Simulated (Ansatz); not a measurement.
# Ge started on a B site in wurtzite BN, 96 atoms, charge +1

How does the host give way around this defect, and what happens to the levels at the gap? The levels of theory are PBEsol and HSE06.

Program: Ansatz 0.2.0, PAW, plane waves. These are calculated values, not measurements.

### 1 The system as built

96 atoms (47 B, 1 Ge, 48 N); a = 7.623 Å, b = 8.802 Å, c = 8.407 Å, α = 90.00°, β = 90.00°, γ = 90.00°. All atoms were shaken off their sites by about 0.02 Å along each axis. Defect site 1: (0.500, 0.417, 0.500).

Steps to follow: (2) PBEsol relaxation at the single k point (¼, ¼, ¼), on 8 threads of Intel Xeon 6975P-C; (3) HSE06 single point at the single k point (¼, ¼, ¼), on 8 threads of Intel Xeon 6975P-C.

### 2 Relaxing the atoms with PBEsol

The input, in.yaml:

```yaml
crystal:
  lattice:
    - [7.622990, 0.000000, 0.000000]
    - [0.000000, 8.802271, 0.000000]
    - [0.000000, 0.000000, 8.406582]
  atoms:
    - { symbol: B, position: [0.999164, 0.166731, 0.003269] }
    - { symbol: B, position: [0.997916, 0.161464, 0.500900] }
    - { symbol: B, position: [0.335024, 0.167253, 0.998324] }
    - { symbol: B, position: [0.332536, 0.166063, 0.503492] }
    - { symbol: B, position: [0.166247, 0.416823, 0.004074] }
    - { symbol: B, position: [0.168086, 0.418781, 0.499529] }
    - { symbol: B, position: [0.998051, 0.666251, 0.998744] }
    - { symbol: B, position: [0.000223, 0.666298, 0.498565] }
    - { symbol: B, position: [0.664704, 0.165554, 0.005378] }
    - { symbol: B, position: [0.667071, 0.168982, 0.505054] }
    - { symbol: B, position: [0.497211, 0.415077, 0.003418] }
    - { symbol: B, position: [0.332922, 0.666019, 0.003134] }
    - { symbol: B, position: [0.332371, 0.668381, 0.501330] }
    - { symbol: B, position: [0.168272, 0.918717, 0.005206] }
    - { symbol: B, position: [0.167774, 0.915458, 0.501401] }
    - { symbol: B, position: [0.838226, 0.413146, 0.002087] }
    - { symbol: B, position: [0.833534, 0.419598, 0.499579] }
    - { symbol: B, position: [0.664759, 0.670930, 0.001478] }
    - { symbol: B, position: [0.668561, 0.667174, 0.503074] }
    - { symbol: B, position: [0.505378, 0.918011, 0.001189] }
    - { symbol: B, position: [0.491496, 0.914971, 0.500023] }
    - { symbol: B, position: [0.831636, 0.918211, 0.998851] }
    - { symbol: B, position: [0.829197, 0.917800, 0.505563] }
    - { symbol: B, position: [0.165831, 0.079668, 0.254472] }
    - { symbol: B, position: [0.165923, 0.082489, 0.746934] }
    - { symbol: B, position: [0.997311, 0.334241, 0.254022] }
    - { symbol: B, position: [0.993864, 0.331685, 0.749380] }
    - { symbol: B, position: [0.498722, 0.085559, 0.250895] }
    - { symbol: B, position: [0.497262, 0.083875, 0.751952] }
    - { symbol: B, position: [0.336213, 0.331908, 0.248280] }
    - { symbol: B, position: [0.330233, 0.335357, 0.752486] }
    - { symbol: B, position: [0.160707, 0.583819, 0.252048] }
    - { symbol: B, position: [0.162483, 0.581254, 0.748077] }
    - { symbol: B, position: [0.000536, 0.835930, 0.249936] }
    - { symbol: B, position: [0.000248, 0.836888, 0.753238] }
    - { symbol: B, position: [0.833253, 0.085495, 0.250216] }
    - { symbol: B, position: [0.834396, 0.085804, 0.748165] }
    - { symbol: B, position: [0.666907, 0.334334, 0.251580] }
    - { symbol: B, position: [0.664930, 0.335030, 0.748836] }
    - { symbol: B, position: [0.500952, 0.586811, 0.249253] }
    - { symbol: B, position: [0.500356, 0.581548, 0.751717] }
    - { symbol: B, position: [0.338231, 0.835419, 0.247984] }
    - { symbol: B, position: [0.333274, 0.834236, 0.753239] }
    - { symbol: B, position: [0.836133, 0.583065, 0.254664] }
    - { symbol: B, position: [0.837408, 0.582062, 0.748176] }
    - { symbol: B, position: [0.669222, 0.836556, 0.250229] }
    - { symbol: B, position: [0.662655, 0.834046, 0.748244] }
    - { symbol: Ge, position: [0.498791, 0.420054, 0.500505] }
    - { symbol: N, position: [0.998977, 0.165702, 0.186481] }
    - { symbol: N, position: [0.999456, 0.166903, 0.685384] }
    - { symbol: N, position: [0.336128, 0.166723, 0.191543] }
    - { symbol: N, position: [0.333287, 0.167926, 0.689281] }
    - { symbol: N, position: [0.165306, 0.415048, 0.188004] }
    - { symbol: N, position: [0.168013, 0.420511, 0.686390] }
    - { symbol: N, position: [0.003514, 0.668315, 0.192294] }
    - { symbol: N, position: [0.998733, 0.671506, 0.684347] }
    - { symbol: N, position: [0.667521, 0.165665, 0.188153] }
    - { symbol: N, position: [0.667317, 0.164419, 0.689644] }
    - { symbol: N, position: [0.504130, 0.416945, 0.182305] }
    - { symbol: N, position: [0.501871, 0.417888, 0.690281] }
    - { symbol: N, position: [0.331993, 0.665341, 0.187128] }
    - { symbol: N, position: [0.329470, 0.661328, 0.686649] }
    - { symbol: N, position: [0.164301, 0.915370, 0.189214] }
    - { symbol: N, position: [0.164776, 0.917359, 0.686666] }
    - { symbol: N, position: [0.833874, 0.418327, 0.186761] }
    - { symbol: N, position: [0.834299, 0.413629, 0.688367] }
    - { symbol: N, position: [0.665822, 0.669927, 0.185340] }
    - { symbol: N, position: [0.667943, 0.665361, 0.687124] }
    - { symbol: N, position: [0.496879, 0.915101, 0.187776] }
    - { symbol: N, position: [0.497458, 0.918243, 0.681537] }
    - { symbol: N, position: [0.827534, 0.914882, 0.188526] }
    - { symbol: N, position: [0.838986, 0.915228, 0.687184] }
    - { symbol: N, position: [0.167322, 0.082682, 0.437554] }
    - { symbol: N, position: [0.167515, 0.087325, 0.935848] }
    - { symbol: N, position: [0.002240, 0.335486, 0.439662] }
    - { symbol: N, position: [0.998450, 0.331160, 0.938978] }
    - { symbol: N, position: [0.501806, 0.082049, 0.442451] }
    - { symbol: N, position: [0.501305, 0.081254, 0.935109] }
    - { symbol: N, position: [0.336498, 0.335517, 0.438572] }
    - { symbol: N, position: [0.333630, 0.336482, 0.940223] }
    - { symbol: N, position: [0.166366, 0.583532, 0.438314] }
    - { symbol: N, position: [0.166151, 0.583085, 0.938671] }
    - { symbol: N, position: [0.997659, 0.835837, 0.436400] }
    - { symbol: N, position: [0.998984, 0.831960, 0.936533] }
    - { symbol: N, position: [0.836312, 0.083425, 0.440203] }
    - { symbol: N, position: [0.833942, 0.086496, 0.937962] }
    - { symbol: N, position: [0.663489, 0.332010, 0.434884] }
    - { symbol: N, position: [0.669457, 0.334559, 0.937867] }
    - { symbol: N, position: [0.495143, 0.582712, 0.438699] }
    - { symbol: N, position: [0.502786, 0.584134, 0.935750] }
    - { symbol: N, position: [0.331880, 0.833793, 0.436403] }
    - { symbol: N, position: [0.334405, 0.832323, 0.936338] }
    - { symbol: N, position: [0.833770, 0.583711, 0.435728] }
    - { symbol: N, position: [0.828892, 0.580155, 0.936637] }
    - { symbol: N, position: [0.668422, 0.834532, 0.437457] }
    - { symbol: N, position: [0.665036, 0.833378, 0.936860] }
  symmetry: { detect: false }
kpoints:
  mp_grid: { grid: [1, 1, 1], shift: [0.25, 0.25, 0.25] }
hamiltonian:
  xc: pbesol
total_charge: 1
scf:
  occupations: { method: fermi_dirac, width: 0.01 }
relax:
  f_tol: 0.03
  max_steps: 80
  escape_saddle: false
  adjacent_minimum: "off"
output:
  forces: true
  eigenvalues: true
  populations: true
  charged_corrections: { epsilon: 7 }
```

On the command line:

```sh
> ansatz run in.yaml --threads 8 --pin off --max-ram 17100MiB --runs-dir r --events-out ev --progress --plain
```

Log:

```text
Pseudopotentials: kind: paw
Functional definition: PBEsol
  exchange = pbesol_x
  correlation = pbesol_c
Crystal: 96 atoms, lattice volume = 564.078 Å³
Basis set: ecut = 420 eV, 11009 PW (Γ), exchange–correlation on 108×120×120 points (8 copies of the dense FFT grid, shifted against one another)
Bands: 293, of which v1, the nominal top of the filled ones, is band 197 counted from 1 (196 counted from 0)
Symmetry: 1 space group operations
k-points: 1
Non-local potential: B, projectors of the file, l = 0: 2, l = 1: 2, l = 2: 1
Non-local potential: Ge, projectors of the file, l = 0: 2, l = 1: 2, l = 2: 3, l = 3: 1
Non-local potential: N, projectors of the file, l = 0: 2, l = 1: 2, l = 2: 1
PAW form: soft (Blöchl's): semilocal exchange-correlation on the pseudo side does not see the compensation charge
PAW frozen core: B, regenerated for the run's functional, and the local potential with it (the file was generated under x = pbe(κ = 0.804, μ = 0.2195149727645171), c = pbe(β = 0.06672455060314922))
PAW frozen core: Ge, regenerated for the run's functional, and the local potential with it (the file was generated under x = pbe(κ = 0.804, μ = 0.2195149727645171), c = pbe(β = 0.06672455060314922))
PAW frozen core: N, regenerated for the run's functional, and the local potential with it (the file was generated under x = pbe(κ = 0.804, μ = 0.2195149727645171), c = pbe(β = 0.06672455060314922))
PAW one-centre angular grid: B, 110 points (default); XC on 64 Gauss nodes
PAW one-centre angular grid: Ge, 590 points (default); XC on 64 Gauss nodes
PAW one-centre angular grid: N, 110 points (default); XC on 64 Gauss nodes
Initial density: superposition of atomic densities (neutral atoms scaled as one to the charged cell's electrons: chi_scale 0, normalization atom), corrected by the library's trained network
Initial wavefunctions: pseudopotential atomic-orbital guess
Functional: x = pbesol(κ = 0.804, μ = 0.12345679012345678), c = pbesol(β = 0.046)
SCF iter   1: F=—  HF=-29724.241101 eV  |F-HF|=—  |Δ(HF+E_count)|=         —  Δρ=9.76e-3  dr2=4.28e-1  ethr=1.77e-3  ⟨swp⟩=6.0  Hψ=1106  notcnv=0  defer=84
preconditioner: auto → Resta (q_TF=auto, 2.570 Å⁻¹)  ε∞=4.0  [insulator: Δε(μ)=5.798 eV  Ē_g=17.966 eV  σ=0.010 eV  W_gap=1.00  n_scr=154 (ndim 8)  ℏωp=31.0 eV  f_vac=0.000  D(μ)=0.00/eV (n_scr^D=0)  ε∞_Penn≈4.0]
SCF iter   2: F=—  HF=-29724.112501 eV  |F-HF|=—  |Δ(HF+E_count)|=   1.29e-1  Δρ=2.62e-3  dr2=3.30e-2  ethr=1.09e-4  ⟨swp⟩=2.0  Hψ=487  notcnv=0  defer=90
[... 3 lines of SCF cycles left out ...]
SCF iter   5: F=-29724.103691 eV  HF=-29724.103704 eV  |F-HF|=1.28e-5  |Δ(HF+E_count)|=   1.09e-5  Δρ=4.97e-5  dr2=8.90e-6  ethr=2.42e-8  ⟨swp⟩=2.0  Hψ=400  notcnv=0  defer=90
SCF iter   6: F=-29724.103700 eV  HF=-29724.103700 eV  |F-HF|=1.27e-7  |Δ(HF+E_count)|=   4.13e-6  Δρ=1.94e-5  dr2=1.53e-6  ethr=2.26e-9  ⟨swp⟩=14.0  Hψ=1926  notcnv=0
SCF 1 converged in 6 iterations: F = -29724.103700 eV  dr2 = 1.53e-6
relax step   1: F+E_penalty+E_count = -29724.10369988 eV  Δ(F+E_penalty+E_count) = +0.000e0 eV  max|allowed force component| = 1.532e1 eV/Å  Δτ_max = 0.0000 Å  (6 SCF iters, dr2 threshold 2.25e-5 eV, accepted)
[... 11 lines left out ...]
relax step   2: F+E_penalty+E_count = -29729.90803882 eV  Δ(F+E_penalty+E_count) = -5.804e0 eV  max|allowed force component| = 5.495e0 eV/Å  Δτ_max = 0.1221 Å  (6 SCF iters, dr2 threshold 1.00e-4 eV, accepted)
[... 7 lines left out ...]
relax step   3: F+E_penalty+E_count = -29731.20365022 eV  Δ(F+E_penalty+E_count) = -1.296e0 eV  max|allowed force component| = 4.577e-1 eV/Å  Δτ_max = 0.1132 Å  (5 SCF iters, dr2 threshold 1.00e-4 eV, accepted)
[... 6 lines left out ...]
relax step   4: F+E_penalty+E_count = -29731.21216474 eV  Δ(F+E_penalty+E_count) = -8.515e-3 eV  max|allowed force component| = 9.224e-2 eV/Å  Δτ_max = 0.0100 Å  (4 SCF iters, dr2 threshold 1.31e-5 eV, accepted)
[... 7 lines left out ...]
relax step   5: F+E_penalty+E_count = -29731.21351870 eV  Δ(F+E_penalty+E_count) = -1.354e-3 eV  max|allowed force component| = 1.765e-2 eV/Å  Δτ_max = 0.0020 Å  (5 SCF iters, accepted)
SCF converged after 5 iterations
Free energy (F): -29731.213519 eV
Harris-Foulkes:  -29731.213519 eV  (|F-HF|=5.38e-9)
Internal energy: -29731.213519 eV  (E = F + TS)
E sigma→0 (E₀):  -29731.213519 eV
Fermi energy:    14.364239 eV
--- Per-component energies (eV) ---
  E_band       = 1233.818395
  E_kinetic    = 8968.493373
  E_local      = -10861.167549  (includes V_loc(G=0)·N_el)
  E_nonlocal   = 3142.483345
  E_hartree    = 3485.133712
  E_xc         = -4494.228973
  E_vxc        = -5583.796427  (∫ρ·V_xc dr)
  E_paw        = -11440.241840  (= ΣΔE_a)
  E_vpaw       = -1402.464076  (= ΣTr[D̂ρ^β])
  E_aug_tail   = 0.004995  (compensation charges beyond the density's cutoff)
  E_ewald      = -18534.648674
  E_core_change = 2.958094  (= ΣΔE_core)
  E_smearing   = -0.000000  (= −TS)
  E_closure    = -0.000000  (closes the sum)
  E_deformation_potential = 21.213277  (in the stress; not in F)
  Σ components = -29731.213519   (vs F -29731.213519, Δ=0.00e0)
--- Forces (eV/Å), atoms counted from 1 ---
  atom   1  B     -0.00061569    -0.00306586     0.00006540
  atom   2  B      0.00048890    -0.00329824     0.00055252
  atom   3  B      0.00040554    -0.00321242     0.00251346
  atom   4  B     -0.00043899    -0.00656629    -0.00027535
  atom   5  B      0.00226953     0.00051018    -0.00007185
  atom   6  B      0.00244518     0.00140542    -0.00194207
  atom   7  B      0.00058079     0.00374841     0.00001767
  atom   8  B     -0.00002308     0.00364806    -0.00168217
  atom   9  B     -0.00000607    -0.00342598     0.00292895
  atom  10  B      0.00027651    -0.00700067    -0.00140270
  atom  11  B     -0.00011757    -0.00184411     0.00275932
  atom  12  B     -0.00049552     0.00076560     0.00154131
  atom  13  B      0.00155533     0.00264074    -0.00352264
  atom  14  B     -0.00196557     0.00166282     0.00154120
  atom  15  B     -0.00265682    -0.00130436     0.00022331
  atom  16  B     -0.00143723     0.00023382    -0.00003339
  atom  17  B      0.00267960     0.00186860    -0.00223340
  atom  18  B      0.00080461     0.00072381     0.00076238
  atom  19  B     -0.00071870     0.00349967    -0.00258289
  atom  20  B      0.00061937     0.00154981     0.00019494
  atom  21  B     -0.00066486    -0.00270730     0.00084182
  atom  22  B      0.00149061     0.00144333     0.00099304
  atom  23  B      0.00151105    -0.00032181     0.00020332
  atom  24  B      0.00033581    -0.00009779     0.00187742
  atom  25  B     -0.00172549    -0.00149501     0.00255436
  atom  26  B      0.00073809    -0.00254164     0.00186107
  atom  27  B      0.00009187    -0.00365741     0.00022817
  atom  28  B      0.00051137     0.00230442    -0.00037858
  atom  29  B     -0.00006395     0.00321502     0.00272943
  atom  30  B      0.00183714    -0.00252594     0.00084621
  atom  31  B     -0.00257507    -0.00350056     0.00714358
  atom  32  B     -0.00172438     0.00054550    -0.00311071
  atom  33  B      0.00013473    -0.00098543    -0.00076808
  atom  34  B      0.00032296     0.00231238    -0.00033538
  atom  35  B      0.00042072     0.00339725     0.00125181
  atom  36  B     -0.00014210     0.00050064     0.00067808
  atom  37  B      0.00229785    -0.00151014     0.00366563
  atom  38  B     -0.00106513    -0.00211695    -0.00138791
  atom  39  B      0.00363447    -0.00376420     0.00814943
  atom  40  B      0.00005105    -0.00738983     0.00300997
  atom  41  B     -0.00058141     0.00077484    -0.00056222
  atom  42  B      0.00026408     0.00138069     0.00103991
  atom  43  B     -0.00101372     0.00312258    -0.00109706
  atom  44  B      0.00146610     0.00067757    -0.00210217
  atom  45  B      0.00068738    -0.00030343     0.00048963
  atom  46  B      0.00080103     0.00242732     0.00110963
  atom  47  B      0.00030918     0.00370366    -0.00100683
  atom  48  Ge    -0.00540138     0.01251474    -0.01765111
  atom  49  N     -0.00068803     0.00406244    -0.00137353
  atom  50  N     -0.00008269     0.00417415    -0.00008966
  atom  51  N      0.00095840     0.00430073     0.00003569
  atom  52  N      0.00015410     0.00186045     0.00027728
  atom  53  N     -0.00048288     0.00210226     0.00031736
  atom  54  N     -0.00033714     0.00135182    -0.00045594
  atom  55  N     -0.00046652    -0.00559762     0.00211135
  atom  56  N     -0.00044217    -0.00406233    -0.00067330
  atom  57  N      0.00097340     0.00288101    -0.00052776
  atom  58  N      0.00138595     0.00184528     0.00088023
  atom  59  N      0.00046423     0.00585768     0.00284168
  atom  60  N      0.00008198     0.00589446    -0.00004136
  atom  61  N      0.00095156    -0.00345931     0.00012409
  atom  62  N      0.00366686    -0.00409388    -0.00072830
  atom  63  N      0.00114765    -0.00301830    -0.00059607
  atom  64  N      0.00196275    -0.00290997     0.00064432
  atom  65  N      0.00090879     0.00115194    -0.00044231
  atom  66  N      0.00171943     0.00098777     0.00083941
  atom  67  N     -0.00077300    -0.00342284     0.00018668
  atom  68  N     -0.00099529    -0.00281694    -0.00039928
  atom  69  N     -0.00009261    -0.00239080     0.00130834
  atom  70  N      0.00069874    -0.00199132    -0.00077309
  atom  71  N     -0.00199638    -0.00279457    -0.00061377
  atom  72  N     -0.00157901    -0.00209558     0.00048077
  atom  73  N      0.00207450     0.00228353     0.00016201
  atom  74  N      0.00205996     0.00076718    -0.00044999
  atom  75  N     -0.00285025     0.00625520    -0.00002244
  atom  76  N      0.00036337     0.00551533     0.00165801
  atom  77  N      0.00000862    -0.00127562    -0.00015829
  atom  78  N      0.00012629    -0.00179129    -0.00160831
  atom  79  N     -0.00385292     0.01320445    -0.00585606
  atom  80  N      0.00166928     0.00621330     0.00242904
  atom  81  N      0.00366665    -0.00046845    -0.00113751
  atom  82  N     -0.00082740     0.00131887    -0.00016221
  atom  83  N      0.00043117    -0.00528260    -0.00014031
  atom  84  N     -0.00067829    -0.00418674    -0.00118423
  atom  85  N     -0.00149033    -0.00098374     0.00023465
  atom  86  N     -0.00176473     0.00090484    -0.00111382
  atom  87  N     -0.00152922     0.00759615    -0.00644550
  atom  88  N     -0.00169994     0.00526590     0.00222503
  atom  89  N     -0.00487691     0.00000805    -0.00051001
  atom  90  N      0.00048590    -0.00141020     0.00075658
  atom  91  N      0.00274480    -0.00739915     0.00035809
  atom  92  N      0.00136199    -0.00628022    -0.00094574
  atom  93  N     -0.00355144    -0.00104134    -0.00031737
  atom  94  N     -0.00009089     0.00047074     0.00006020
  atom  95  N     -0.00337553    -0.00957729    -0.00067915
  atom  96  N     -0.00114511    -0.00585180    -0.00011843
  max |Σ_I F_I| component: 1.31e-5 eV/Å
--- Charged-cell corrections in eV (Makov–Payne, q = +1.000 e, ε = 7.000) ---
  F (periodic)     = -29731.213519  (uncorrected; the corrections below are reported, never added to it)
  E_corr1          = +0.351259  (monopole, q²α_M/2εL)
  F Makov-Payne    = -29730.862260  (F + E_corr1; no measured alignment; for a localised charge, not one spread in a band: unchecked)
--- Band table (eV) ---
  k-point 0: bands = [... 185 lower levels ..., "9.7037", "9.7606", "9.9555", "10.1759", "10.1940", "10.3569", "10.4060", "10.5032", "10.5842", "10.6234", "11.0131", "11.3479", "17.3828", "17.3970", "17.7127", "18.0087", "18.1221", "18.2449", "18.4047", "18.6362", "18.7133", "18.7687", "18.8237", "18.8600", ... 84 higher levels ...]
--- Relaxed structure (5 steps of the walk, 5 accepted, 0 SCFs on fresh bases) ---
  F+E_penalty+E_count = -29731.21351870 eV   max|allowed force component| = 1.765e-2 eV/Å
  atoms:
    - { symbol: B, position: [0.9997723052816613, 0.16671248935956162, 0.0005273771040809084] }
    - { symbol: B, position: [0.9997830543652376, 0.16587844145182415, 0.5011332261160776] }
[... 3 atoms left out ...]
    - { symbol: B, position: [0.16031829521605845, 0.4162520657173941, 0.5007044546397342] }
[... 3 atoms left out ...]
    - { symbol: B, position: [0.6714972414342238, 0.1607707742409653, 0.5006904575409723] }
[... 6 atoms left out ...]
    - { symbol: B, position: [0.8392849696288638, 0.4162120169230566, 0.5006768210644948] }
[... 21 atoms left out ...]
    - { symbol: B, position: [0.6700449848945567, 0.33157369829720257, 0.7575268465731528] }
[... 8 atoms left out ...]
    - { symbol: Ge, position: [0.4998575304282678, 0.4174396924585945, 0.5005587861518412] }
[... 11 atoms left out ...]
    - { symbol: N, position: [0.499751207413757, 0.4170671694274146, 0.710504011275219] }
[... 18 atoms left out ...]
    - { symbol: N, position: [0.3123464057122459, 0.3225463236838468, 0.4303003520186969] }
[... 7 atoms left out ...]
    - { symbol: N, position: [0.6872112821947592, 0.3224354959719364, 0.43024524725885516] }
[... 1 atom left out ...]
    - { symbol: N, position: [0.4997025983453537, 0.6059070883581049, 0.43030419640849005] }
[... 7 atoms left out; the next input holds them all, rounded ...]
--- Löwdin populations: 96 sites ---
  site symbol       q [e]
     0      B      2.6883
     1      B      2.6877
[... 3 atoms left out ...]
     5      B      2.7118
[... 3 atoms left out ...]
     9      B      2.7064
[... 6 atoms left out ...]
    16      B      2.7122
[... 21 atoms left out ...]
    38      B      2.7028
[... 8 atoms left out ...]
    47     Ge     12.6132
[... 11 atoms left out ...]
    59      N      5.3848
[... 18 atoms left out ...]
    78      N      5.3868
[... 7 atoms left out ...]
    86      N      5.3869
[... 1 atom left out ...]
    88      N      5.3863
[... 7 atoms left out ...]
  spilling = 0.003450 (of n_electrons = 394.000000)
```

Wall time 17 s (8 threads of Intel Xeon 6975P-C, shared host); peak memory 1.4 GiB.

The walk:

```
accepted step  energy change (eV)  largest force component (eV/Å)  SCF cycles
            1               0.000                          15.320           6
            2              -5.804                           5.495           6
            3              -7.100                           0.458           5
            4              -7.108                           0.092           4
            5              -7.110                           0.018           5
```

Largest shifts, less the median shift:

```
atom  shift (Å)      dx      dy      dz
 N79      0.224  -0.181  -0.113  -0.069
 N89      0.220   0.038   0.205  -0.070
 N87      0.206   0.184  -0.083  -0.038
 N60      0.172  -0.013  -0.006   0.171
 B39      0.090   0.042  -0.029   0.074
 B10      0.088   0.037  -0.071  -0.036
 N59      0.082  -0.030   0.002   0.076
 B41      0.074  -0.002   0.056   0.049
```

The shell about the placed atom Ge48 (Å):

```
atom  before (Å)  after (Å)  own shift (Å)
 N87       1.575      1.757          0.203
 N79       1.535      1.758          0.228
 N89       1.523      1.761          0.219
 N60       1.596      1.765          0.171
 B17       2.552      2.587          0.054
  B6       2.521      2.588          0.064
 N59       2.675      2.600          0.082
 B19       2.531      2.606          0.067
```

At the single k point (¼, ¼, ¼) the filled levels end at 11.348 eV and the empty ones begin at 17.383 eV, a spacing of 6.03 eV.

[end of part 1 of 2]
